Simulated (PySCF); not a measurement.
# TiCl₅ (-3): ligand-field states

Wanted: ligand-field states for TiCl₅ (-3).

Programs: PySCF 2.14.0, with routines of our own; each step states its level. All values are computed. Atoms count from 0.

### Step 1. The starting structure

6 atoms, charge -3, states of the metal's open shell are computed; geometry from: model start, shaken.

### Step 2. Geometry optimisation at PBE0-D3(BJ)/def2-TZVP

Job settings and geometry (Å):

```
{"job": {"xc": "PBE0", "basis": "def2-TZVP", "d3": "d3bj", "grid": 1, "maxiter": 45, "solvent": "water", "kind": "geom"}, "charge": -3, "metal": "Ti", "open_shell": "d2"}
Ti     0.000020     0.004480    -0.004110
Cl    -0.013360    -0.006820     2.495130
Cl     0.000900     0.020100    -2.517380
Cl     2.500690     0.007350     0.005350
Cl    -1.253420     2.159770    -0.000440
Cl    -1.244570    -2.193890    -0.006860
```

Command:

```
$ OMP_NUM_THREADS=1 python lf_run.py task.json out
```

The driver reads the jobs from task.json and runs them one after another.

Log:

```text
step   0  E = -3150.32011725  max force = 0.010761
step   1  E = -3150.32170222  max force = 0.004559
step   2  E = -3150.32228862  max force = 0.001018
step   3  E = -3150.32237160  max force = 0.000356
step   4  E = -3150.32238242  max force = 0.000274
optimisation converged
```

Wall time 7.7 min (1 thread of Arm Neoverse N1, shared host); peak memory 1.4 GiB.

Step by step:

```
step  energy from step 0 (eV)  largest force component (eV/Å)
   0                   0.0000                          0.5534
   1                  -0.0431                          0.2344
   2                  -0.0591                          0.0523
   3                  -0.0613                          0.0183
   4                  -0.0616                          0.0141
```

Close pairs (by a distance rule), those that changed most:

```
   bond  before (Å)  after (Å)  change (Å)
Ti0–Cl1       2.499      2.634      +0.134
Ti0–Cl2       2.513      2.636      +0.122
Ti0–Cl5       2.526      2.484      -0.042
Ti0–Cl3       2.501      2.477      -0.024
Ti0–Cl4       2.493      2.486      -0.007
```

The end geometry stands in the next job.

```
                         at the end point                value
rotational constants (GHz, main isotopes)  0.782, 0.630, 0.620
                                     ⟨S²⟩                2.004
```

### Step 3. Ligand-field states: state-averaged CASSCF in water

Job settings and geometry (Å):

```
{"job": {"kind": "lf", "basis": {"metal": "x2c-TZVPall", "ligand": "x2c-SVPall"}, "nevpt": true, "solvent": "water"}, "charge": -3, "metal": "Ti", "open_shell": "d2"}
Ti     0.000000     0.000000     0.000000
Cl    -0.004029     0.002137     2.634707
Cl    -0.004029     0.002137    -2.634707
Cl    -1.221026    -2.154854    -0.000000
Cl     2.485452    -0.048383     0.000000
Cl    -1.266494     2.136957     0.000000
```

With the program's defaults for keys left out, this is: state-averaged CASSCF of the metal d shell, SC-NEVPT2 on the averaged canonical orbitals, state-interaction spin-orbit coupling.

Log:

```text
basis functions 138, electrons 110, active (2e, 5o)
stage 1: DIIS on the effective Fock matrix, level shift 0.30
cycle   1  E = -3156.4314772429  dE = -3.156e+03  max|g| = 8.326e-01
cycle   2  E = -3157.0529802221  dE = -6.215e-01  max|g| = 4.429e-01
cycle   3  E = -3157.1737845535  dE = -1.208e-01  max|g| = 1.187e-01
cycle   4  E = -3157.2029821089  dE = -2.920e-02  max|g| = 3.933e-02
cycle   5  E = -3157.2099889928  dE = -7.007e-03  max|g| = 2.638e-02
cycle   6  E = -3157.2121896317  dE = -2.201e-03  max|g| = 1.466e-02
cycle   7  E = -3157.2125148896  dE = -3.253e-04  max|g| = 9.158e-03
cycle   8  E = -3157.2125824099  dE = -6.752e-05  max|g| = 5.665e-03
cycle   9  E = -3157.2126008748  dE = -1.846e-05  max|g| = 3.420e-03
cycle  10  E = -3157.2126056640  dE = -4.789e-06  max|g| = 1.995e-03
cycle  11  E = -3157.2126070478  dE = -1.384e-06  max|g| = 1.150e-03
cycle  12  E = -3157.2126075555  dE = -5.077e-07  max|g| = 6.505e-04
cycle  13  E = -3157.2126077462  dE = -1.907e-07  max|g| = 3.541e-04
cycle  14  E = -3157.2126078028  dE = -5.664e-08  max|g| = 1.906e-04
cycle  15  E = -3157.2126078191  dE = -1.631e-08  max|g| = 1.030e-04
cycle  16  E = -3157.2126078242  dE = -5.095e-09  max|g| = 5.500e-05
cycle  17  E = -3157.2126078260  dE = -1.789e-09  max|g| = 2.906e-05
cycle  18  E = -3157.2126078266  dE = -5.721e-10  max|g| = 1.532e-05
cycle  19  E = -3157.2126078267  dE = -1.501e-10  max|g| = 8.062e-06
converged average energy = -3157.2126078267

 mult deg   label        CASSCF/cm-1   NEVPT2/cm-1
   3   1   3A'                 0.0           0.0
   3   1   3A''             1726.6        1810.6
   3   1   3A''             1824.6        1878.6
   3   1   3A''             3233.3        3460.0
   3   1   3A''             3375.0        3620.3
   1   1   1A'             11730.7        9834.9
   1   1   1A'             11747.5        9848.2
   1   1   1A''            12059.5       10202.7
   1   1   1A''            12181.8       10311.8
   3   1   3A'              9324.0       10487.6
   3   1   3A'              9523.1       10680.3
   1   1   1A'             13570.4       11669.2
   3   1   3A'             15184.3       12863.5
   1   1   1A''            17075.9       15112.7
   1   1   1A''            17422.3       15445.7
   3   1   3A''            17412.3       15770.1
   3   1   3A''            17650.6       16022.0
   1   1   1A'             19584.7       17677.6
   1   1   1A'             19642.0       17722.8
   1   1   1A''            22346.9       21288.0
   1   1   1A''            22508.4       21453.4
   1   1   1A'             22674.8       21650.4
   1   1   1A'             22809.1       21790.2
   1   1   1A'             24648.7       23214.9
   1   1   1A'             45044.4       38544.3

spin-orbit levels / cm-1
      0.00  x1  3A' 1.00
      5.59  x1  3A' 1.00
      5.89  x1  3A' 1.00
   1693.21  x1  3A'' 0.61 3A'' 0.39
   1693.57  x1  3A'' 0.61 3A'' 0.39
   1821.00  x1  3A'' 1.00
   1889.02  x1  3A'' 1.00
   2014.40  x1  3A'' 0.61 3A'' 0.39
   2014.48  x1  3A'' 0.61 3A'' 0.39
   3460.45  x1  3A'' 0.95 3A'' 0.05
   3466.71  x1  3A'' 0.95 3A'' 0.04
   3471.76  x1  3A'' 1.00
   3631.57  x1  3A'' 1.00
   3640.18  x1  3A'' 0.95 3A'' 0.05
   3642.53  x1  3A'' 0.95 3A'' 0.05
   9844.91  x1  1A' 1.00
   9857.97  x1  1A' 1.00
  10174.55  x1  1A'' 0.89 3A' 0.08 3A' 0.03
  10270.05  x1  1A'' 0.79 3A' 0.15 3A' 0.06
  10493.90  x1  3A' 0.80 1A'' 0.10 3A' 0.10
  10502.08  x1  3A' 1.00
  10506.47  x1  3A' 0.73 1A'' 0.19 3A' 0.07
  10694.54  x1  3A' 1.00
  10734.51  x1  3A' 0.87 3A' 0.12
  10735.52  x1  3A' 0.87 3A' 0.12
  11671.71  x1  1A' 0.99
  12878.17  x1  3A' 1.00
  12878.60  x1  3A' 1.00
  12879.84  x1  3A' 0.99
  15126.21  x1  1A'' 1.00
```

Wall time 15 s (1 thread of Arm Neoverse N1, shared host); peak memory 0.59 GiB.

In short:

```
             quantity     value
spin-orbit constant ζ  107 cm⁻¹
```

Powder susceptibility:

```
T (K)  χT (cm³ K/mol)  μ(eff)
    2           0.406    1.80
    5           0.737    2.43
   10           0.850    2.61
   20           0.889    2.67
   30           0.901    2.68
   50           0.914    2.70
   75           0.928    2.72
  100           0.941    2.74
  150           0.965    2.78
  200           0.988    2.81
  250           1.012    2.85
  300           1.036    2.88
```

Orbitals, density, ELF and potential are computed afterwards from the orbital file.

The spin density lies nearest to Ti0 94 %.

### Step 4. Ligand-field states: state-averaged CASSCF (basis x2c-TZVPall) in water

Job settings and geometry (Å):

```
{"job": {"kind": "lf", "basis": "x2c-TZVPall", "nevpt": true, "solvent": "water"}, "charge": -3, "metal": "Ti", "open_shell": "d2"}
Ti     0.000000     0.000000     0.000000
Cl    -0.004029     0.002137     2.634707
Cl    -0.004029     0.002137    -2.634707
Cl    -1.221026    -2.154854    -0.000000
Cl     2.485452    -0.048383     0.000000
Cl    -1.266494     2.136957     0.000000
```

Method: state-averaged CASSCF of the metal d shell, SC-NEVPT2 on the averaged canonical orbitals, state-interaction spin-orbit coupling.

Log:

```text
basis functions 233, electrons 110, active (2e, 5o)
stage 1: DIIS on the effective Fock matrix, level shift 0.30
cycle   1  E = -3157.0846150030  dE = -3.157e+03  max|g| = 7.484e-01
cycle   2  E = -3157.8588990202  dE = -7.743e-01  max|g| = 4.110e-01
cycle   3  E = -3158.0270313953  dE = -1.681e-01  max|g| = 1.224e-01
cycle   4  E = -3158.0673728435  dE = -4.034e-02  max|g| = 4.568e-02
cycle   5  E = -3158.0770775663  dE = -9.705e-03  max|g| = 2.622e-02
cycle   6  E = -3158.0798921109  dE = -2.815e-03  max|g| = 1.617e-02
cycle   7  E = -3158.0804501643  dE = -5.581e-04  max|g| = 1.005e-02
cycle   8  E = -3158.0805395576  dE = -8.939e-05  max|g| = 6.240e-03
cycle   9  E = -3158.0805599817  dE = -2.042e-05  max|g| = 3.750e-03
cycle  10  E = -3158.0805668334  dE = -6.852e-06  max|g| = 2.182e-03
cycle  11  E = -3158.0805687180  dE = -1.885e-06  max|g| = 1.246e-03
cycle  12  E = -3158.0805693251  dE = -6.071e-07  max|g| = 6.980e-04
cycle  13  E = -3158.0805695591  dE = -2.340e-07  max|g| = 3.785e-04
cycle  14  E = -3158.0805696359  dE = -7.688e-08  max|g| = 2.023e-04
cycle  15  E = -3158.0805696604  dE = -2.450e-08  max|g| = 1.071e-04
cycle  16  E = -3158.0805696688  dE = -8.370e-09  max|g| = 5.619e-05
cycle  17  E = -3158.0805696717  dE = -2.898e-09  max|g| = 2.928e-05
cycle  18  E = -3158.0805696727  dE = -9.518e-10  max|g| = 1.757e-05
cycle  19  E = -3158.0805696730  dE = -3.556e-10  max|g| = 1.090e-05
cycle  20  E = -3158.0805696731  dE = -9.550e-11  max|g| = 6.662e-06
converged average energy = -3158.0805696731

 mult deg   label        CASSCF/cm-1   NEVPT2/cm-1
   3   1   3A'                 0.0           0.0
   3   1   3A''             1770.5        1802.2
   3   1   3A''             1860.6        1869.5
   3   1   3A''             3202.3        3374.8
   3   1   3A''             3334.1        3519.5
   1   1   1A'             11651.0        9701.7
   1   1   1A'             11669.2        9715.9
   3   1   3A'              9070.9       10031.0
   1   1   1A''            12031.0       10081.6
   1   1   1A''            12145.5       10181.4
   3   1   3A'              9267.0       10218.2
   1   1   1A'             13558.9       11535.5
   3   1   3A'             15223.7       12700.6
   1   1   1A''            17034.9       14925.5
   1   1   1A''            17368.9       15247.3
   3   1   3A''            17138.0       15259.9
   3   1   3A''            17356.5       15486.0
   1   1   1A'             19610.2       17473.0
   1   1   1A'             19663.5       17512.9
   1   1   1A''            21984.7       20675.1
   1   1   1A''            22134.5       20825.3
   1   1   1A'             22319.9       21026.7
   1   1   1A'             22454.4       21165.6
   1   1   1A'             24284.3       22623.6
   1   1   1A'             44572.2       37539.7

spin-orbit levels / cm-1
      0.00  x1  3A' 1.00
      5.70  x1  3A' 1.00
      5.98  x1  3A' 1.00
   1684.84  x1  3A'' 0.60 3A'' 0.39
   1685.22  x1  3A'' 0.61 3A'' 0.39
   1812.75  x1  3A'' 1.00
   1880.09  x1  3A'' 1.00
   2005.57  x1  3A'' 0.60 3A'' 0.39
   2005.65  x1  3A'' 0.61 3A'' 0.39
   3374.49  x1  3A'' 0.94 3A'' 0.06
   3381.02  x1  3A'' 0.94 3A'' 0.05
   3386.78  x1  3A'' 1.00
   3531.11  x1  3A'' 1.00
   3540.56  x1  3A'' 0.94 3A'' 0.06
   3542.81  x1  3A'' 0.95 3A'' 0.05
   9711.31  x1  1A' 1.00
   9724.75  x1  1A' 0.99
   9937.32  x1  3A' 0.55 1A'' 0.30 3A' 0.15
   9962.51  x1  3A' 0.69 3A' 0.16 1A'' 0.15
  10046.80  x1  3A' 0.99
  10146.63  x1  1A'' 0.64 3A' 0.36
  10210.64  x1  1A'' 0.63 3A' 0.27 3A' 0.10
  10233.28  x1  3A' 1.00
  10280.06  x1  3A' 0.85 3A' 0.09 1A'' 0.06
  10290.52  x1  3A' 0.74 1A'' 0.22 3A' 0.04
  11537.85  x1  1A' 0.99
  12715.39  x1  3A' 1.00
  12715.80  x1  3A' 1.00
  12717.04  x1  3A' 0.99
  14939.13  x1  1A'' 1.00
```

Run time: 39 s. Hardware: 1 thread of Arm Neoverse N1, shared host; peak memory 1 GiB.

From this job:

```
             quantity     value
spin-orbit constant ζ  107 cm⁻¹
```

Powder susceptibility:

```
T (K)  χT (cm³ K/mol)  μ(eff)
    2           0.398    1.78
   20           0.886    2.66
  100           0.939    2.74
  300           1.037    2.88
```

### Step 5. Ligand-field states: state-averaged CASSCF (avg hs) in water

Job settings and geometry (Å):

```
{"job": {"kind": "lf", "basis": {"metal": "x2c-TZVPall", "ligand": "x2c-SVPall"}, "nevpt": true, "solvent": "water", "avg": "hs"}, "charge": -3, "metal": "Ti", "open_shell": "d2"}
Ti     0.000000     0.000000     0.000000
Cl    -0.004029     0.002137     2.634707
Cl    -0.004029     0.002137    -2.634707
Cl    -1.221026    -2.154854    -0.000000
Cl     2.485452    -0.048383     0.000000
Cl    -1.266494     2.136957     0.000000
```

Method: state-averaged CASSCF of the metal d shell, SC-NEVPT2 on the averaged canonical orbitals, state-interaction spin-orbit coupling.

Log:

```text
basis functions 138, electrons 110, active (2e, 5o)
stage 1: DIIS on the effective Fock matrix, level shift 0.30
cycle   1  E = -3156.4423150502  dE = -3.156e+03  max|g| = 8.326e-01
cycle   2  E = -3157.0604628511  dE = -6.181e-01  max|g| = 4.648e-01
cycle   3  E = -3157.1877920323  dE = -1.273e-01  max|g| = 1.218e-01
cycle   4  E = -3157.2196649904  dE = -3.187e-02  max|g| = 4.388e-02
cycle   5  E = -3157.2275066299  dE = -7.842e-03  max|g| = 2.839e-02
cycle   6  E = -3157.2300734248  dE = -2.567e-03  max|g| = 1.475e-02
cycle   7  E = -3157.2304540167  dE = -3.806e-04  max|g| = 9.263e-03
cycle   8  E = -3157.2305311200  dE = -7.710e-05  max|g| = 5.780e-03
cycle   9  E = -3157.2305539695  dE = -2.285e-05  max|g| = 3.554e-03
cycle  10  E = -3157.2305597527  dE = -5.783e-06  max|g| = 2.080e-03
cycle  11  E = -3157.2305613161  dE = -1.563e-06  max|g| = 1.216e-03
cycle  12  E = -3157.2305618585  dE = -5.423e-07  max|g| = 6.969e-04
cycle  13  E = -3157.2305620788  dE = -2.203e-07  max|g| = 3.845e-04
cycle  14  E = -3157.2305621530  dE = -7.428e-08  max|g| = 2.081e-04
cycle  15  E = -3157.2305621750  dE = -2.200e-08  max|g| = 1.134e-04
cycle  16  E = -3157.2305621824  dE = -7.349e-09  max|g| = 6.103e-05
cycle  17  E = -3157.2305621850  dE = -2.626e-09  max|g| = 3.224e-05
cycle  18  E = -3157.2305621858  dE = -8.345e-10  max|g| = 1.690e-05
cycle  19  E = -3157.2305621861  dE = -2.583e-10  max|g| = 8.677e-06
converged average energy = -3157.2305621861

 mult deg   label        CASSCF/cm-1   NEVPT2/cm-1
   3   1   3A'                 0.0           0.0
   3   1   3A''             1723.4        1816.5
   3   1   3A''             1817.8        1885.0
   3   1   3A''             3238.6        3462.4
   3   1   3A''             3380.7        3621.5
   1   1   1A'             11880.8        9883.0
   1   1   1A'             11897.8        9896.5
   1   1   1A''            12196.4       10256.9
   1   1   1A''            12315.2       10364.6
   3   1   3A'              9325.7       10452.7
   3   1   3A'              9524.7       10647.1
   1   1   1A'             13713.0       11726.4
   3   1   3A'             15355.1       12932.6
   1   1   1A''            17295.0       15210.2
   1   1   1A''            17622.5       15535.9
   3   1   3A''            17560.6       15777.3
   3   1   3A''            17798.4       16027.5
   1   1   1A'             19801.5       17785.5
   1   1   1A'             19855.1       17830.0
   1   1   1A''            22546.8       21322.5
   1   1   1A''            22708.3       21487.6
   1   1   1A'             22858.3       21690.5
   1   1   1A'             22994.5       21832.7
   1   1   1A'             24855.5       23268.2
   1   1   1A'             45523.5       38630.5

spin-orbit levels / cm-1
      0.00  x1  3A' 1.00
      5.76  x1  3A' 1.00
      6.07  x1  3A' 1.00
   1696.90  x1  3A'' 0.60 3A'' 0.40
   1697.26  x1  3A'' 0.60 3A'' 0.39
   1827.20  x1  3A'' 1.00
   1895.70  x1  3A'' 1.00
   2023.57  x1  3A'' 0.60 3A'' 0.40
   2023.64  x1  3A'' 0.60 3A'' 0.39
   3462.49  x1  3A'' 0.94 3A'' 0.06
   3468.99  x1  3A'' 0.95 3A'' 0.05
   3474.48  x1  3A'' 1.00
   3633.14  x1  3A'' 1.00
   3642.34  x1  3A'' 0.94 3A'' 0.06
   3644.71  x1  3A'' 0.95 3A'' 0.05
   9893.23  x1  1A' 1.00
   9906.37  x1  1A' 1.00
  10214.44  x1  1A'' 0.81 3A' 0.14 3A' 0.05
  10296.79  x1  1A'' 0.63 3A' 0.28 3A' 0.09
  10467.84  x1  3A' 1.00
  10472.04  x1  3A' 0.74 1A'' 0.18 3A' 0.08
  10496.02  x1  3A' 0.61 1A'' 0.35 3A' 0.04
  10661.87  x1  3A' 1.00
  10703.64  x1  3A' 0.87 3A' 0.12
  10705.03  x1  3A' 0.87 3A' 0.12
  11728.89  x1  1A' 0.99
  12947.67  x1  3A' 1.00
  12948.11  x1  3A' 1.00
  12949.49  x1  3A' 0.99
  15224.10  x1  1A'' 1.00
```

Wall time 14 s (1 thread of Arm Neoverse N1, shared host); peak memory 0.59 GiB.

In short:

```
             quantity     value
spin-orbit constant ζ  109 cm⁻¹
```

Powder susceptibility:

```
T (K)  χT (cm³ K/mol)  μ(eff)
    2           0.393    1.77
   20           0.886    2.66
  100           0.939    2.74
  300           1.035    2.88
```

### Step 6. The runs side by side

From the NEVPT2 states (cm⁻¹; the spread is that of the fitted one-electron ligand-field levels):

```
step            setting  ground state    next state  orbital spread  Racah B    ζ  μ(eff), 300 K
   3           as given           3A'  3A'' at 1811            8248      655  107           2.88
   4  basis x2c-TZVPall           3A'  3A'' at 1802            7817      642  107           2.88
   5             avg hs           3A'  3A'' at 1816            8204      658  109           2.88
```

### Step 7. What came out

| quantity | value |
| --- | --- |
| rotational constants (main isotopes) | 0.78, 0.63, 0.62 GHz |
| spin-orbit constant ζ (step 3, state-averaged CASSCF in water) | 107 cm⁻¹ |
| ground multiplicity, μ(eff) at 300 K (step 3, 5 donors at 2.48 to 2.63 Å) | 3, 2.88 μB |
| ground multiplicity, μ(eff) at 300 K (step 4, 5 donors at 2.48 to 2.63 Å) | 3, 2.88 μB |
| ground multiplicity, μ(eff) at 300 K (step 5, 5 donors at 2.48 to 2.63 Å) | 3, 2.88 μB |

In words: Over 4 steps the energy fell by 0.062 eV; of the close pairs, Ti0–Cl1 changed most, 2.499 to 2.634 Å. In step 3, χT goes from 0.41 at 2 K to 1.04 cm³ K/mol at 300 K, as higher levels fill or mix in. The spread of the ligand-field levels runs from 7817 cm⁻¹ (basis x2c-TZVPall) to 8248 cm⁻¹ (as given); μ(eff) at 300 K: 2.88 μB.
